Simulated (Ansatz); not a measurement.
**H4NPSSe: how energies converge with the basis set**

The task here is to estimate one member of a computed series from the others.

The runs use Ansatz 0.2.0, Gaussian basis; one geometry, several basis sets.

Levels to be run: PBE0-D4/def2-SVP; ωB97M-V/def2-SVP; PBE0-D4/def2-QZVPP; ωB97M-V/def2-QZVPP; the functionals' def2-TZVPP values are taken from earlier runs.

### The relaxed structure

The geometry comes from an earlier relaxation with PBE0-D4 in a triple-zeta def2 set; it is a stationary point, not always the lowest conformer.

SMILES `NP(S)[SeH]`, 8 atoms, charge 0, spin multiplicity 1.

Atoms are counted from 1 here; the program's logs count them from 0.

Bond lengths: N1–P2 1.721 Å, N1–H5 1.013 Å, N1–H6 1.012 Å, P2–S3 2.124 Å, P2–Se4 2.282 Å, S3–H7 1.343 Å, Se4–H8 1.468 Å. Angles: P2–N1–H5 112.2°, P2–N1–H6 112.2°, H5–N1–H6 110.7°, N1–P2–S3 94.2°, N1–P2–Se4 94.7°, S3–P2–Se4 106.4°, P2–S3–H7 93.1°, P2–Se4–H8 91.5°.

As a file:

```xyz
8

N    -0.6048    1.2114   -0.3872
P     0.2428   -0.0155    0.4714
S     1.7444   -0.2385   -1.0145
Se   -1.3122   -1.6364    0.0670
H    -0.0558    2.0561   -0.4894
H    -1.5041    1.4168    0.0292
H     2.6737   -0.6174   -0.1224
H    -1.0919   -2.2337    1.3901
```

The first run:

Input file in.yaml:

```yaml
crystal:
  periodic: [false, false, false]
  atoms:
    - {symbol: N, position_ang: [-0.604759, 1.211432, -0.387241]}
    - {symbol: P, position_ang: [0.242774, -0.015454, 0.471385]}
    - {symbol: S, position_ang: [1.744438, -0.238512, -1.014490]}
    - {symbol: Se, position_ang: [-1.312212, -1.636376, 0.066984]}
    - {symbol: H, position_ang: [-0.055798, 2.056080, -0.489383]}
    - {symbol: H, position_ang: [-1.504068, 1.416835, 0.029159]}
    - {symbol: H, position_ang: [2.673685, -0.617367, -0.122410]}
    - {symbol: H, position_ang: [-1.091857, -2.233738, 1.390096]}
basis:
  gaussian: {orbitals: def2-SVP}
hamiltonian: {xc: pbe0, dispersion: d4}
output: {orbitals: {seedname: orbitals}}
```

Steps of the session up to this table: PBE0-D4 in def2-SVP; ωB97M-V in def2-SVP; PBE0-D4 in def2-QZVPP; ωB97M-V in def2-QZVPP.

One table of the session follows, with a row left open; its other results are not shown here.

It belongs to the step «Density functionals: the series». 

```
functional       basis  HOMO (eV)
   PBE0-D4    def2-SVP      -6.25
   PBE0-D4  def2-TZVPP          ?
   PBE0-D4  def2-QZVPP      -6.43
   ωB97M-V    def2-SVP      -8.26
   ωB97M-V  def2-TZVPP      -8.43
   ωB97M-V  def2-QZVPP      -8.47
```

Estimate the missing values for PBE0-D4, def2-TZVPP.

**Answer.** HOMO (eV): -6.39. In the column «HOMO (eV)» it lies between PBE0-D4, def2-QZVPP (-6.43) and PBE0-D4, def2-SVP (-6.25).
